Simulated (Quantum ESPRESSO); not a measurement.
# GaF (Pm-3m) in Quantum ESPRESSO: notebook

Aim: see how the results for GaF move with the level of theory and the settings. Levels: PBE, PBE+D2, PBE+D3(BJ). Tasks: phonons.

Everything below comes from runs of Quantum ESPRESSO 7.5. Logs are shortened: lines on timing, memory, paths and dates and some standing lists are left out, and cuts for length are marked.

## 1. The crystal as given

The structure is cubic, space group Pm-3m (No. 221). The conventional cell has a = 3.166 Å, b = 3.166 Å, c = 3.166 Å, α = 90.00°, β = 90.00°, γ = 90.00°. Ga (site symmetry m-3m) is surrounded by 8 F at 2.74 Å. Around F (site symmetry m-3m) lie 8 Ga at 2.74 Å.

The cell was built by a generator and needn't be a form met in nature.

## 2. Phonons, PBE

pw.in

```
&CONTROL
  calculation = 'scf'
  prefix = 'pwscf'
  outdir = './tmp'
  pseudo_dir = './pseudo'
  tprnfor = .true.
  tstress = .true.
  disk_io = 'low'
/
&SYSTEM
  ibrav = 0
  nat = 2
  ntyp = 2
  ecutwfc = 52
  ecutrho = 312
  nbnd = 16
  occupations = 'smearing'
  smearing = 'fd'
  degauss = 0.00367493
/
&ELECTRONS
  conv_thr = 4d-10
  electron_maxstep = 120
  mixing_beta = 0.5
/
ATOMIC_SPECIES
Ga    69.7230 Ga.GGA_PBE-JTH.UPF
F     18.9984 F.GGA_PBE-JTH.UPF
CELL_PARAMETERS bohr
   5.9827217325    0.0000000000    0.0000000000
   0.0000000000    5.9827217325    0.0000000000
   0.0000000000    0.0000000000    5.9827217325
ATOMIC_POSITIONS bohr
Ga     0.0000000000    0.0000000000    0.0000000000
F      2.9913608662    2.9913608662    2.9913608662
K_POINTS automatic
6 6 6 1 1 1
```

relax.in

```
&CONTROL
  calculation = 'vc-relax'
  prefix = 'pwscf'
  outdir = './tmp'
  pseudo_dir = './pseudo'
  tprnfor = .true.
  tstress = .true.
  disk_io = 'low'
  nstep = 40
  forc_conv_thr = 0.0001
  etot_conv_thr = 1d-06
/
&SYSTEM
  ibrav = 0
  nat = 2
  ntyp = 2
  ecutwfc = 52
  ecutrho = 312
  nbnd = 16
  occupations = 'smearing'
  smearing = 'fd'
  degauss = 0.00367493
/
&ELECTRONS
  conv_thr = 4d-10
  electron_maxstep = 120
  mixing_beta = 0.5
/
&IONS
  ion_dynamics = 'bfgs'
/
&CELL
  cell_dynamics = 'bfgs'
  press = 0
  press_conv_thr = 0.2
/
ATOMIC_SPECIES
Ga    69.7230 Ga.GGA_PBE-JTH.UPF
F     18.9984 F.GGA_PBE-JTH.UPF
CELL_PARAMETERS bohr
   5.9827217325    0.0000000000    0.0000000000
   0.0000000000    5.9827217325    0.0000000000
   0.0000000000    0.0000000000    5.9827217325
ATOMIC_POSITIONS bohr
Ga     0.0000000000    0.0000000000    0.0000000000
F      2.9913608662    2.9913608662    2.9913608662
K_POINTS automatic
6 6 6 1 1 1
```

scf2.in

```
&CONTROL
  calculation = 'scf'
  prefix = 'pwscf'
  outdir = './tmp'
  pseudo_dir = './pseudo'
  tprnfor = .true.
  tstress = .true.
  disk_io = 'low'
/
&SYSTEM
  ibrav = 0
  nat = 2
  ntyp = 2
  ecutwfc = 52
  ecutrho = 312
  nbnd = 16
  occupations = 'fixed'
/
&ELECTRONS
  conv_thr = 1d-13
  electron_maxstep = 120
  mixing_beta = 0.5
  startingpot = 'file'
  startingwfc = 'file'
/
ATOMIC_SPECIES
Ga    69.7230 Ga.GGA_PBE-JTH.UPF
F     18.9984 F.GGA_PBE-JTH.UPF
CELL_PARAMETERS bohr
   5.9533062692    0.0000000000    0.0000000000
   0.0000000000    5.9533062692    0.0000000000
   0.0000000000    0.0000000000    5.9533062692
ATOMIC_POSITIONS bohr
Ga     0.0000000000    0.0000000000    0.0000000000
F      2.9766531346    2.9766531346    2.9766531346
K_POINTS automatic
6 6 6 1 1 1
```

ph.in

```
phonons of GaF
&INPUTPH
  prefix = 'pwscf'
  outdir = './tmp'
  tr2_ph = 1d-18
  fildyn = 'dyn'
  niter_ph = 90
  alpha_mix(1) = 0.7
  epsil = .true.
/
0.0000000000 0.0000000000 0.0000000000
```

dynmat.in

```
&INPUT
  fildyn = 'dyn'
  asr = 'crystal'
  lperm = .true.
  filout = 'dynmat.disp'
  fileig = 'dynmat.eig'
/
```

dynmat_lo.in

```
&INPUT
  fildyn = 'dyn'
  asr = 'crystal'
  filout = 'dynmat_lo.disp'
  fileig = 'dynmat_lo.eig'
  q(1) = 0
  q(2) = 0
  q(3) = 1
/
```

Potentials or basis: JTH 2.0 PBE.

Started as:

```sh
$ OMP_NUM_THREADS=1 pw.x -in pw.in > pw.out
$ OMP_NUM_THREADS=1 pw.x -in relax.in > relax.out
$ OMP_NUM_THREADS=1 pw.x -in scf2.in > scf2.out
$ OMP_NUM_THREADS=1 ph.x -in ph.in > ph.out
$ OMP_NUM_THREADS=1 dynmat.x -in dynmat.in > dynmat.out
$ OMP_NUM_THREADS=1 dynmat.x -in dynmat_lo.in > dynmat_lo.out
```

pw.out:

```text
This program is part of the open-source Quantum ESPRESSO suite
     for quantum simulation of materials; please cite
         "P. Giannozzi et al., J. Phys.:Condens. Matter 21 395502 (2009);
         "P. Giannozzi et al., J. Phys.:Condens. Matter 29 465901 (2017);
         "P. Giannozzi et al., J. Chem. Phys. 152 154105 (2020);
     in publications or presentations arising from this work. More details at

     file Ga.GGA_PBE-JTH.UPF: wavefunction(s)  0S 4P 0P 3D 0D renormalized
     file F.GGA_PBE-JTH.UPF: wavefunction(s)  0S 2P 0P renormalized
     Message from routine setup:
     using ibrav=0 with symmetry is DISCOURAGED, use correct ibrav instead

     G-vector sticks info
     --------------------
     sticks:   dense  smooth     PW     G-vecs:    dense   smooth      PW
     Sum         885     593    177                19933    10827    1839

     Using Slab Decomposition

     bravais-lattice index     =            0
     lattice parameter (alat)  =       5.9827  a.u.
     unit-cell volume          =     214.1393 (a.u.)^3
     number of atoms/cell      =            2
     number of atomic types    =            2
     number of electrons       =        20.00
     number of Kohn-Sham states=           16
     kinetic-energy cutoff     =      52.0000  Ry
     charge density cutoff     =     312.0000  Ry
     scf convergence threshold =      4.0E-10
     mixing beta               =       0.5000
     number of iterations used =            8  plain     mixing
     Exchange-correlation= SLA PW PBX PBC
                           (   1   4   3   4   0   0   0)

     celldm(1)=   5.982722  celldm(2)=   0.000000  celldm(3)=   0.000000
     celldm(4)=   0.000000  celldm(5)=   0.000000  celldm(6)=   0.000000

     crystal axes: (cart. coord. in units of alat)
               a(1) = (   1.000000   0.000000   0.000000 )
               a(2) = (   0.000000   1.000000   0.000000 )
               a(3) = (   0.000000   0.000000   1.000000 )

     reciprocal axes: (cart. coord. in units 2 pi/alat)
               b(1) = (  1.000000  0.000000  0.000000 )
               b(2) = (  0.000000  1.000000  0.000000 )
               b(3) = (  0.000000  0.000000  1.000000 )

     PseudoPot. # 1 for Ga read from file:
     Ga.GGA_PBE-JTH.UPF
     Pseudo is Projector augmented-wave + core cor, Zval = 13.0
     Generated using ATOMPAW code
     Shape of augmentation charge: BESSEL
     Using radial grid of 1052 points,  6 beta functions with:
                l(1) =   0
                l(2) =   0
                l(3) =   1
                l(4) =   1
                l(5) =   2
                l(6) =   2
     Q(r) pseudized with 0 coefficients

     PseudoPot. # 2 for F  read from file:
     F.GGA_PBE-JTH.UPF
     Pseudo is Projector augmented-wave + core cor, Zval =  7.0
     Generated using ATOMPAW code
     Shape of augmentation charge: SINC**2
     Using radial grid of  953 points,  4 beta functions with:
                l(1) =   0
                l(2) =   0
                l(3) =   1
                l(4) =   1
     Q(r) pseudized with 0 coefficients

     atomic species   valence    mass     pseudopotential
     Ga               13.00    69.72300     Ga( 1.00)
     F                 7.00    18.99840     F ( 1.00)

     48 Sym. Ops., with inversion, found

   Cartesian axes

     site n.     atom                  positions (alat units)
         1        Ga     tau(   1) = (   0.0000000   0.0000000   0.0000000  )
         2        F      tau(   2) = (   0.5000000   0.5000000   0.5000000  )

     number of k points=    10  Fermi-Dirac smearing, width (Ry)=  0.0037
                       cart. coord. in units 2pi/alat
        k(    1) = (   0.0833333   0.0833333   0.0833333), wk =   0.0740741
        k(    2) = (   0.0833333   0.0833333   0.2500000), wk =   0.2222222
        k(    3) = (   0.0833333   0.0833333   0.4166667), wk =   0.2222222
        k(    4) = (   0.0833333   0.2500000   0.2500000), wk =   0.2222222
        k(    5) = (   0.0833333   0.2500000   0.4166667), wk =   0.4444444
        k(    6) = (   0.0833333   0.4166667   0.4166667), wk =   0.2222222
        k(    7) = (   0.2500000   0.2500000   0.2500000), wk =   0.0740741
        k(    8) = (   0.2500000   0.2500000   0.4166667), wk =   0.2222222
        k(    9) = (   0.2500000   0.4166667   0.4166667), wk =   0.2222222
        k(   10) = (   0.4166667   0.4166667   0.4166667), wk =   0.0740741

     Dense  grid:    19933 G-vectors     FFT dimensions: (  36,  36,  36)

     Smooth grid:    10827 G-vectors     FFT dimensions: (  27,  27,  27)

     Initial potential from superposition of free atoms

     starting charge      19.9970, renormalised to      20.0000
     Starting wfcs are   26 randomized atomic wfcs

     Self-consistent Calculation

     iteration #  1     ecut=    52.00 Ry     beta= 0.50
     Davidson diagonalization with overlap
     ethr =  1.00E-02,  avg # of iterations =  5.8

     total energy              =    -337.22447972 Ry
     estimated scf accuracy    <       0.26779888 Ry

     iteration #  2     ecut=    52.00 Ry     beta= 0.50
     Davidson diagonalization with overlap
     ethr =  1.34E-03,  avg # of iterations =  2.0

     total energy              =    -337.29314039 Ry
     estimated scf accuracy    <       0.17872358 Ry

     iteration #  3     ecut=    52.00 Ry     beta= 0.50
     Davidson diagonalization with overlap
     ethr =  8.94E-04,  avg # of iterations =  2.0
[... 36 lines left out ...]
     total energy              =    -337.33116663 Ry
     estimated scf accuracy    <       0.00000027 Ry

     iteration #  9     ecut=    52.00 Ry     beta= 0.50
     Davidson diagonalization with overlap
     ethr =  1.34E-09,  avg # of iterations =  1.5

     total energy              =    -337.33116667 Ry
     estimated scf accuracy    <          7.0E-09 Ry

     iteration # 10     ecut=    52.00 Ry     beta= 0.50
     Davidson diagonalization with overlap
     ethr =  3.49E-11,  avg # of iterations =  3.7

     End of self-consistent calculation

          k = 0.0833 0.0833 0.0833 (  1346 PWs)   bands (ev):

   -15.7898  -7.8771  -7.8771  -7.7293  -7.7285  -7.7285   0.2396   2.9074
     2.9074   3.4464  13.4922  13.4922  13.9979  17.9952  17.9952  24.1409

          k = 0.0833 0.0833 0.2500 (  1354 PWs)   bands (ev):

   -15.7290  -7.8731  -7.8253  -7.7499  -7.7474  -7.7268   0.0439   2.8218
     3.0380   4.1366  10.3779  13.6569  14.2096  18.5281  21.0470  23.1997

          k = 0.0833 0.0833 0.4167 (  1355 PWs)   bands (ev):

   -15.6670  -7.8689  -7.7749  -7.7712  -7.7655  -7.7248  -0.1931   2.9791
     3.1726   5.1713   7.7684  13.8297  14.5874  19.5535  21.0622  22.6059

          k = 0.0833 0.2500 0.2500 (  1352 PWs)   bands (ev):

   -15.6757  -7.8467  -7.7927  -7.7648  -7.7463  -7.7450   0.2800   2.3078
     3.0898   4.6809  10.5915  11.0434  14.3934  19.7419  21.1110  22.9274
[... 18 lines left out ...]
   -15.5765  -7.7973  -7.7852  -7.7758  -7.7662  -7.7318   0.9258   2.2999
     2.7819   5.0392   9.1516  10.7844  12.7886  19.0624  19.0682  21.4778

          k = 0.2500 0.4167 0.4167 (  1364 PWs)   bands (ev):

   -15.5309  -7.8083  -7.7929  -7.7864  -7.7577  -7.6983   1.6623   2.0356
     2.8115   4.8245   9.4824   9.5505  12.4388  17.3295  19.7339  19.7753

          k = 0.4167 0.4167 0.4167 (  1358 PWs)   bands (ev):

   -15.4859  -7.8230  -7.8230  -7.8142  -7.6968  -7.6968   2.1811   2.4103
     2.4103   5.5691   9.0840   9.0840  10.1508  18.2476  18.5489  18.5489

     the Fermi energy is     6.6537 ev

!    total energy              =    -337.33116668 Ry
     total all-electron energy =      -337.331167 Ry
     estimated scf accuracy    <          2.6E-11 Ry
     smearing contrib. (-TS)   =      -0.00000000 Ry
     internal energy E=F+TS    =    -337.33116668 Ry

     The total energy is F=E-TS. E is the sum of the following terms:
     one-electron contribution =    -116.19546831 Ry
     hartree contribution      =      58.13224690 Ry
     xc contribution           =     -27.24579667 Ry
     ewald contribution        =    -127.78184098 Ry
     one-center paw contrib.   =    -124.24030762 Ry

     convergence has been achieved in  10 iterations

     Forces acting on atoms (cartesian axes, Ry/au):

     atom    1 type  1   force =     0.00000000    0.00000000    0.00000000
     atom    2 type  2   force =     0.00000000    0.00000000    0.00000000

     Total force =     0.000000     Total SCF correction =     0.000000

     Computing stress (Cartesian axis) and pressure

          total   stress  (Ry/bohr**3)                   (kbar)     P=       -6.62
  -0.00004498   0.00000000   0.00000000           -6.62        0.00        0.00
   0.00000000  -0.00004498   0.00000000            0.00       -6.62        0.00
   0.00000000   0.00000000  -0.00004498            0.00        0.00       -6.62

=------------------------------------------------------------------------------=
   JOB DONE.
=------------------------------------------------------------------------------=
```

relax.out:

```text
This program is part of the open-source Quantum ESPRESSO suite
     for quantum simulation of materials; please cite
         "P. Giannozzi et al., J. Phys.:Condens. Matter 21 395502 (2009);
         "P. Giannozzi et al., J. Phys.:Condens. Matter 29 465901 (2017);
         "P. Giannozzi et al., J. Chem. Phys. 152 154105 (2020);
[... 436 lines left out ...]
   0.00000000   0.00000075   0.00000000            0.00        0.11        0.00
   0.00000000   0.00000000   0.00000075            0.00        0.00        0.11

=------------------------------------------------------------------------------=
   JOB DONE.
=------------------------------------------------------------------------------=
```

Run time: 10 min. Hardware: 1 thread of Intel Xeon at 2.50GHz (Skylake/Cascade Lake), shared host; peak memory 0.12 GiB.

What came out:

```yaml
Free_energy: -4589.6235 eV
Relaxed_volume: 15.63 Å³/atom
Relaxed_cell: a = 3.150 Å, b = 3.150 Å, c = 3.150 Å, α = 90.00°, β = 90.00°, γ = 90.00°
Space_group_after_relaxing_to_0.05_Å: Pm-3m (No. 221)
Pressure_after_relaxing: 0.0 GPa
Electronic_dielectric_tensor_diagonal: 6.40
Born_charges_mean_of_the_diagonal: Ga +2.30; F -2.23 e
Highest_phonon_frequency_at_Γ_LO-TO_splitting_left_out: -9 cm⁻¹
Most_unstable_mode: 133i cm⁻¹
```

The path:
```tsv
step	energy change (eV)	largest force (eV/Å)	pressure (GPa)	volume (Å³)
1	0.0000	0.0000	-0.66	31.73
2	-0.0004	0.0000	-0.54	31.63
3	-0.0008	0.0000	-0.29	31.47
4	-0.0010	0.0000	-0.03	31.29
5	-0.0010	0.0000	0.00	31.27
```

Final structure:
```xyz
2
Lattice="3.1504 0.0000 0.0000 0.0000 3.1504 0.0000 0.0000 0.0000 3.1504" Properties=species:S:1:pos:R:3 pbc="T T T"
Ga    0.0000    0.0000    0.0000
F     1.5752    1.5752    1.5752
```

Levels at points of the mesh, in eV from the valence-band top:
| k point | band 7 | band 8 | band 9 | band 10 | band 11 | band 12 | band 13 | band 14 |
| --- | --- | --- | --- | --- | --- | --- | --- | --- |
| (0.08, 0.08, 0.08) | -5.43 | -2.78 | -2.78 | -2.22 | 7.93 | 7.93 | 8.47 | 12.44 |

Phonon frequencies in cm⁻¹ (negative: imaginary):
| q point | frequencies |
| --- | --- |
| (0.000, 0.000, 0.000) | -133 -133 -133 -9 -9 -9 |

Electronic dielectric tensor:
```
6.40 0.00 0.00
0.00 6.40 0.00
0.00 0.00 6.40
```

Born effective charge tensors (e):
atom 1, Ga
```
2.30 0.00 0.00
0.00 2.30 0.00
0.00 0.00 2.30
```
atom 2, F
```
-2.23  0.00  0.00
 0.00 -2.23  0.00
 0.00  0.00 -2.23
```

Optical modes at Γ, degenerate ones joined, polar ones without the macroscopic field:
```
cm⁻¹  components  symmetry  active in  IR intensity, summed ((D/Å)²/amu)
134i           3       T1u         IR                              23.79
```

Zone-centre frequencies without and with the macroscopic field along z (cm⁻¹):
```csv
,optical modes in rising order
without,134i 134i 134i
with the field,134i 134i 258
```

Caveat: the mesh is thin for the dielectric tensor, Born charges and intensities, which usually come out too large; some modes are imaginary; the Born charges break their sum rule by 0.07 e, a sign of too thin a mesh.

(Part 1 of 2 ends here.)
